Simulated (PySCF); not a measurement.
# [PbI2]2+: forces at shaken geometries

How stiff is [PbI2]2+? Its atoms are displaced at random by several amounts. The structure is generated, not taken from experiment.

Program: PySCF 2.14.0. Level of theory: PBE0, Pb def2-SVP with ECP60, I def2-SVP with ECP28; scalar-relativistic core potentials, no spin–orbit coupling. These are calculated values, not measurements.

1 further run of the same task is left out (for a known fault of the program).

## Step 1: The starting structure

3 atoms, charge 2, spin multiplicity 1.

Bond lengths: Pb1–I2 2.642 Å, Pb1–I3 2.642 Å. Angles: I2–Pb1–I3 179.9°.

As a file:

```
Pb    0.00000    0.00000    0.13042
I     2.64205    0.00000    0.12821
I    -2.64205    0.00000    0.12821
```

Formal oxidation states: Pb +4. An earlier session relaxed this geometry at PBE0, Pb def2-SVP with ECP60, I def2-SVP with ECP28 (singlet, point group D∞h).

Its energy there is -787.568818 Eh.

## Step 2: Atoms moved at random, σ = 0.03 Å

Contents of run.py (the lines that set the calculation):

```python
mol = gto.M(atom='''
Pb     0.03271     0.02338     0.13149
I      2.64345    -0.02650     0.14770
I     -2.67616     0.00312     0.10765''',
    basis={'Pb': 'def2-SVP', 'I': 'def2-SVP'},
    ecp={'Pb': 'def2-SVP', 'I': 'def2-SVP'},
    charge=2, spin=0)
mf = dft.RKS(mol, xc='PBE0')
mf.grids.atom_grid = (50, 194)
mf = mf.density_fit()  # fitting sets: Pb def2-universal-JKFIT, I def2-universal-JKFIT
mf.conv_tol = 1e-08; mf.max_cycle = 55
mf.kernel(dm0)  # dm0: the density of the relaxed state
```

Run with:

```console
OMP_NUM_THREADS=2 python run.py
```

## Step 3: Atoms moved at random, σ = 0.03 Å

run.py (the lines that set the calculation), as its differences from that of step 2:

```diff
@@ -1,5 +1,5 @@
 mol = gto.M(atom='''
-Pb     0.03271     0.02338     0.13149
-I      2.64345    -0.02650     0.14770
-I     -2.67616     0.00312     0.10765''',
+Pb     0.02984    -0.01025     0.15561
+I      2.64327    -0.03407     0.13335
+I     -2.67311     0.04431     0.09788''',
     basis={'Pb': 'def2-SVP', 'I': 'def2-SVP'},
```

## Step 4: Atoms moved at random, σ = 0.15 Å

run.py (the lines that set the calculation), as its differences from that of step 3:

```diff
@@ -1,5 +1,5 @@
 mol = gto.M(atom='''
-Pb     0.02984    -0.01025     0.15561
-I      2.64327    -0.03407     0.13335
-I     -2.67311     0.04431     0.09788''',
+Pb     0.11921    -0.16690    -0.06091
+I      2.59003     0.03413    -0.09467
+I     -2.70924     0.13277     0.54241''',
     basis={'Pb': 'def2-SVP', 'I': 'def2-SVP'},
```

Q: Predict the outcome of this session. Wanted: for each run, σ; energy rise; harmonic estimate −½ F·u; largest force component.

**Answer**, as computed:

| σ (Å) | energy rise (eV) | harmonic estimate −½ F·u (eV) | largest force component (eV/Å) |
| --- | --- | --- | --- |
| 0.03 | 0.030 | 0.028 | 1.03 |
| 0.03 | 0.026 | 0.025 | 0.95 |
| 0.15 | 0.499 | 0.506 | 4.24 |

Every displacement raises the energy. For a harmonic well the rise equals −½ F·u; the two differ by at most 6 % here (a move with σ = 0.03 Å), from anharmonicity, the grid and the small forces left at the relaxed point. The bases are small and lack diffuse functions. Spin–orbit coupling is left out.
